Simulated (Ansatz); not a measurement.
# NbRu: the cost of one run

Computed with Ansatz 0.2.0 (DFT r²SCAN, frozen-core PAW, scalar-relativistic unless said, unless a step's input says otherwise).

2 further runs of the same task are left out: 2 that didn't finish. Runs told in other sessions of the task aren't counted.

## (1) Starting point

Symmetry: P4/mmm, No. 123, tetragonal system. Conventional cell: a = 3.000 Å, b = 3.000 Å, c = 3.380 Å, α = 90.00°, β = 90.00°, γ = 90.00°. Nb (site symmetry 4/mmm) is surrounded by 8 Ru at 2.71 Å and 4 Nb at 3.00 Å. Around Ru (site symmetry 4/mmm) lie 8 Nb at 2.71 Å and 4 Ru at 3.00 Å.

Coordinates:

```cif
data_structure
_symmetry_space_group_name_H-M 'P 1'
_symmetry_Int_Tables_number 1
_cell_length_a 3.0000
_cell_length_b 3.0000
_cell_length_c 3.3800
_cell_angle_alpha 90.000
_cell_angle_beta 90.000
_cell_angle_gamma 90.000
_cell_volume 30.42
loop_
_atom_site_label
_atom_site_type_symbol
_atom_site_fract_x
_atom_site_fract_y
_atom_site_fract_z
_atom_site_occupancy
Nb1 Nb 0.00000 0.00000 0.00000 1
Ru1 Ru 0.50000 0.50000 0.50000 1
```

Cartesian axes are those of the input's lattice vectors. The structure goes back to a database entry.

## (2) Cell and atoms relaxed, PAW

input.yaml reads:

```yaml
crystal:
  lattice:
    - [3.0, 0.0, 0.0]
    - [0.0, 3.0, 0.0]
    - [0.0, 0.0, 3.38]
  atoms:
    - { symbol: Nb, position: [0.0, 0.0, 0.0] }
    - { symbol: Ru, position: [0.5, 0.5, 0.5] }
kpoints:
  mp_grid: { grid: [14, 14, 14] }
scf:
  occupations: { method: fermi_dirac, width: 0.1 }
hamiltonian:
  xc: r2scan
  pseudopotentials: { kind: paw }
relax:
  f_tol: 0.002
  max_steps: 80
  cell: {}
output:
  forces: true
  stress: true
```

Started as:

```bash
> ansatz run input.yaml --threads 1 --pin off --max-ram 2560MiB --backend cpu --events-out ev --progress --plain --runs-dir out
```

Q: Estimate wall time and peak memory on 1 thread of Intel Xeon 6975P-C (Granite Rapids), shared host.

About 58 s, with a peak of 0.56 GiB.
